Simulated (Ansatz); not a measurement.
# CH10AlBSi2: one species, many methods

One table from this session's results is given with a row withheld; the runs are named, their logs left out.

Method: functionals in def2-TZVPP, the program's frozen cores in correlated methods; program: Ansatz 0.2.0, Gaussian basis.

Levels to be run: PBE-D4, r2SCAN-D4, PBE0-D4, B3LYP-D4, ωB97X-V, ωB97M-V, B2PLYP; CCSD(T)/def2-TZVPP; MP2/def2-QZVPP; extrapolation to the limit.

### Structure used throughout

An earlier PBE0-D4 in a triple-zeta def2 set relaxation fixed the geometry.

SMILES `C[SiH2][B]([AlH2])[SiH3]`, 15 atoms, charge 0, spin multiplicity 1.

Atoms are counted from 1 here; the program's logs count them from 0.

Bond lengths: C1–Si2 1.887 Å, C1–H6 1.092 Å, C1–H7 1.092 Å, C1–H8 1.092 Å, Si2–B3 2.004 Å, Si2–H9 1.493 Å, Si2–H10 1.493 Å, B3–Al4 2.089 Å, B3–Si5 1.996 Å, Al4–H11 1.592 Å, Al4–H12 1.593 Å, Si5–H13 1.491 Å, Si5–H14 1.490 Å, Si5–H15 1.497 Å. Angles: Si2–C1–H6 109.7°, Si2–C1–H7 110.9°, Si2–C1–H8 111.3°, H6–C1–H7 108.3°, H6–C1–H8 108.2°, H7–C1–H8 108.4°, C1–Si2–B3 105.0°, C1–Si2–H9 109.0°, C1–Si2–H10 109.5°, B3–Si2–H9 114.4°, B3–Si2–H10 112.0°, H9–Si2–H10 106.8°, Si2–B3–Al4 122.3°, Si2–B3–Si5 114.0°, Al4–B3–Si5 123.7°, B3–Al4–H11 121.1°, B3–Al4–H12 119.6°, H11–Al4–H12 119.2° and more.

The first run:

The input, in.yaml:

```yaml
crystal:
  periodic: [false, false, false]
  atoms:
    - {symbol: C, position_ang: [-1.109542, 0.952626, 1.778623]}
    - {symbol: Si, position_ang: [-1.017662, 1.045154, -0.103545]}
    - {symbol: B, position_ang: [0.221502, -0.437755, -0.634468]}
    - {symbol: Al, position_ang: [-0.472916, -2.325585, -1.198409]}
    - {symbol: Si, position_ang: [2.154809, 0.048255, -0.539781]}
    - {symbol: H, position_ang: [-1.775811, 1.732794, 2.153712]}
    - {symbol: H, position_ang: [-0.123720, 1.100899, 2.223821]}
    - {symbol: H, position_ang: [-1.496298, -0.013295, 2.109732]}
    - {symbol: H, position_ang: [-2.396196, 0.928476, -0.664315]}
    - {symbol: H, position_ang: [-0.496699, 2.383613, -0.511845]}
    - {symbol: H, position_ang: [-0.666802, -2.706675, -2.731729]}
    - {symbol: H, position_ang: [-0.839294, -3.397388, -0.077625]}
    - {symbol: H, position_ang: [2.469539, 1.131182, 0.436272]}
    - {symbol: H, position_ang: [3.106461, -1.072687, -0.297966]}
    - {symbol: H, position_ang: [2.420927, 0.579782, -1.913277]}
basis:
  gaussian: {orbitals: def2-TZVPP}
hamiltonian: {xc: pbe, dispersion: d4}
output: {forces: true, orbitals: {seedname: orbitals}}
```

On the command line:

```console
$ ansatz run in.yaml --threads 4 --pin off --events-out ev --progress --plain --max-ram 10444MiB
```

Steps of the session up to this table: PBE-D4 (GGA); r2SCAN-D4 (meta-GGA); PBE0-D4 (hybrid); B3LYP-D4 (hybrid); ωB97X-V (range-separated); ωB97M-V (range-separated); B2PLYP (double hybrid); CCSD(T) in def2-TZVPP; MP2 in def2-QZVPP.

One of the session's tables, all rows but one given; the rest of the session is left out.

```
            method  atomisation energy (eV)
            PBE-D4                   47.658
         r2SCAN-D4                   48.000
           PBE0-D4                        ?
          B3LYP-D4                   47.842
           ωB97X-V                   48.161
           ωB97M-V                   47.843
            B2PLYP                   47.096
     HF/def2-TZVPP                   36.881
    MP2/def2-TZVPP                   46.427
   CCSD/def2-TZVPP                   46.232
CCSD(T)/def2-TZVPP                   46.666
           MP2/CBS                   47.514
       CCSD(T)/CBS                   47.753
```

Q: Estimate the row for PBE0-D4 from the others.

**Answer.** atomisation energy (eV): 47.561. In the column «atomisation energy (eV)» it lies between MP2/CBS (47.514) and PBE-D4 (47.658).

Caveats from the session: Free atoms (1 C, 2 Si, 1 B, 1 Al, 10 H) were run apart at each level; the atomisation energy is their sum less the molecule, without zero-point or spin-orbit terms.
